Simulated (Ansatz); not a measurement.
# Ba3Na: the cost of one run

Program: Ansatz 0.2.0. Level of theory: DFT PBEsol, scalar-relativistic, plane waves, PAW. These are calculated values, not measurements.

1 further run of the same task is left out (it didn't finish).

### 1 The structure to begin with

Symmetry: Pm-3m, No. 221, cubic system. Conventional cell: a = 6.233 Å, b = 6.233 Å, c = 6.233 Å, α = 90.00°, β = 90.00°, γ = 90.00°. Around Na (site symmetry m-3m) lie 12 Ba at 4.41 Å. Around Ba (site symmetry 4/mmm) lie 4 Na at 4.41 Å and 8 Ba at 4.41 Å.

Structure file:

```cif
data_structure
_symmetry_space_group_name_H-M 'Pm-3m'
_symmetry_Int_Tables_number 221
_cell_length_a 6.2326
_cell_length_b 6.2326
_cell_length_c 6.2326
_cell_angle_alpha 90.000
_cell_angle_beta 90.000
_cell_angle_gamma 90.000
_cell_volume 242.11
loop_
_atom_site_label
_atom_site_type_symbol
_atom_site_symmetry_multiplicity
_atom_site_Wyckoff_symbol
_atom_site_fract_x
_atom_site_fract_y
_atom_site_fract_z
_atom_site_occupancy
Na1 Na 1 a 0.00000 0.00000 0.00000 1
Ba1 Ba 3 c 0.00000 0.50000 0.50000 1
```

The structure comes from the Materials Project (structure only).

### 2 A change within a subgroup

What differs from the listed cell: strain xx, yy, zz, yz, xz, xy = +1.7, +1.7, +1.7, -2.0, -2.0, -2.0 %.

The input, input.yaml:

```yaml
crystal:
  lattice:
    - [6.3389773415, -0.1246517416, -0.1246517416]
    - [-0.1246517416, 6.3389773415, -0.1246517416]
    - [-0.1246517416, -0.1246517416, 6.3389773415]
  atoms:
    - { symbol: Na, position: [0.0, 0.0, 0.0] }
    - { symbol: Ba, position: [0.0, 0.5, 0.5] }
    - { symbol: Ba, position: [0.5, 0.0, 0.5] }
    - { symbol: Ba, position: [0.5, 0.5, 0.0] }
basis:
  ecutwfc: 420
kpoints:
  mp_grid: { grid: [6, 6, 6] }
hamiltonian:
  xc: pbesol
scf:
  occupations: { method: gaussian, width: 0.1 }
output:
  forces: true
  stress: true
  eigenvalues: true
  populations: true
```

On the command line:

```sh
$ ansatz run input.yaml --threads 1 --pin off --max-ram 1331MiB --backend cpu --events-out ev --progress --plain --runs-dir out
```

What time and memory should one allow on 1 thread of an x86-64 CPU, shared host?

About 30 s, with a peak of 0.52 GiB.
